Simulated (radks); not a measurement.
# Lu⁴⁺ in [Kr] 4d10 4f13 5s1.5 5p6 5f0.5: an all-electron calculation

The task here is to estimate one member of a computed series from the others.

The numbers are computed with radks (a radial shooting solver on a logarithmic mesh, Libxc functionals) version 1 (scalar-relativistic Kohn-Sham, PBE, spin-unpolarised, spherical densities, point nucleus), except any that are marked as measured or tabulated.

## What is computed

```
element       : lutetium (Z = 71)
charge        : +4
electrons     : 67
configuration : [Kr] 4d10 4f13 5s1.5 5p6 5f0.5
```

Set-up of the first run:

Input:

```text
Z 71
configuration [Kr] 4d10 4f13 5s1.5 5p6 5f0.5
relativity scalar-relativistic
functional pbe,pbe
spin unpolarised
nucleus point
c 137.035999084
```

Run with:

```
$ python run_ks.py task.json out
```

All runs below come from this command, one after another.

Steps of the session up to this table: Self-consistent calculation.

One of the session's tables, all rows but one given; the rest of the session is left out.

It belongs to the step «Radial structure». From the orbitals of this run (lengths in bohr):

| level | <r> | outermost maximum (interpolated) | 90 % within | nodes |
| --- | --- | --- | --- | --- |
| 1s | 0.01932 | 0.0121 | 0.0351 | 0 |
| 2s | 0.08183 | 0.0693 | 0.127 | 1 |
| 2p | 0.07292 | 0.0566 | 0.119 | 0 |
| 3s | 0.2126 | 0.196 | 0.312 | 2 |
| 3p | 0.2123 | 0.193 | 0.318 | 1 |
| 3d | 0.1925 | 0.157 | 0.299 | 0 |
| 4s | 0.4775 | 0.446 | 0.686 | 3 |
| 4p | 0.5071 | 0.467 | 0.737 | 2 |
| 4d | 0.5456 | 0.480 | 0.819 | 1 |
| 5s | ? | ? | ? | ? |
| 5p | 1.308 | 1.16 | 1.89 | 3 |
| 4f | 0.6776 | 0.465 | 1.14 | 0 |
| 5f | 3.504 | 3.08 | 5.17 | 1 |

Estimate the missing values for 5s.

As computed: <r>: 1.136; outermost maximum (interpolated): 1.03; 90 % within: 1.63; nodes: 4. In the column «<r>» it lies between 4f (0.6776) and 5p (1.308).
